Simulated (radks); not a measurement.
**The Coulomb parameter U of the 4d shell of Mo²⁺**

Aim: U as the second difference [E(n + 1) + E(n − 1) − 2E(n)]/1², with all orbitals relaxed. Bare: the atom's charge changes with n. Screened: the 5p shell takes up the change. The start is a model configuration, not necessarily the ground state.

Program: radks (a radial shooting solver on a logarithmic mesh, Libxc functionals) version 1. Level of theory: scalar-relativistic Kohn-Sham, PBE, spin-unpolarised, spherical densities, finite nucleus. These are calculated values, not measurements, unless marked.

## Step 1: What is computed

```
element            : molybdenum (Z = 42)
charge             : +2
electrons          : 40
configuration      : [Kr] 4d2 5p2
nuclear rms radius : 4.4091 fm
```

Outer shells as boxes (Hund's rule):

Mo²⁺
```
[Kr] core
4d [↑ ][↑ ][  ][  ][  ]
5p [↑ ][↑ ][  ]
```

## Step 2: Start: [Kr] 4d2 5p2

The run's settings:

```text
Z 42
configuration [Kr] 4d2 5p2
relativity scalar-relativistic
functional pbe,pbe
spin unpolarised
nucleus finite rms 4.4091 fm
c 137.035999084
```

The run is started by

```bash
> python run_ks.py task.json out
```

The same process makes all the runs of this session.

## Step 3: Bare +1: [Kr] 4d3 5p2

Settings, as their differences from step 2:

```diff
@@ -1,3 +1,3 @@
 Z 42
-configuration [Kr] 4d2 5p2
+configuration [Kr] 4d3 5p2
 relativity scalar-relativistic
```

## Step 4: Bare -1: [Kr] 4d1 5p2

Settings, as their differences from step 3:

```diff
@@ -1,3 +1,3 @@
 Z 42
-configuration [Kr] 4d3 5p2
+configuration [Kr] 4d1 5p2
 relativity scalar-relativistic
```

## Step 5: Screened +1: [Kr] 4d3 5p1

Settings, as their differences from step 4:

```diff
@@ -1,3 +1,3 @@
 Z 42
-configuration [Kr] 4d1 5p2
+configuration [Kr] 4d3 5p1
 relativity scalar-relativistic
```

## Step 6: Screened -1: [Kr] 4d1 5p3

Settings, as their differences from step 5:

```diff
@@ -1,3 +1,3 @@
 Z 42
-configuration [Kr] 4d3 5p1
+configuration [Kr] 4d1 5p3
 relativity scalar-relativistic
```

Before running it: what results should come out?

**Answer**, as computed:

| quantity | value (eV) |
| --- | --- |
| U, bare | 12.038 |
| U, screened by 5p | 2.452 |
| F0(4d,4d), frozen orbitals | 15.628 |

Relaxing the orbitals brings U down to 77 % of the Slater integral F0. Letting 5p compensate leaves 20 % of the bare value; this second difference measures U(4d,4d) + U(5p,5p) − 2U(4d,5p). A solid screens further than the bare atom, so the bare value is an upper guide for the U of a crystal.
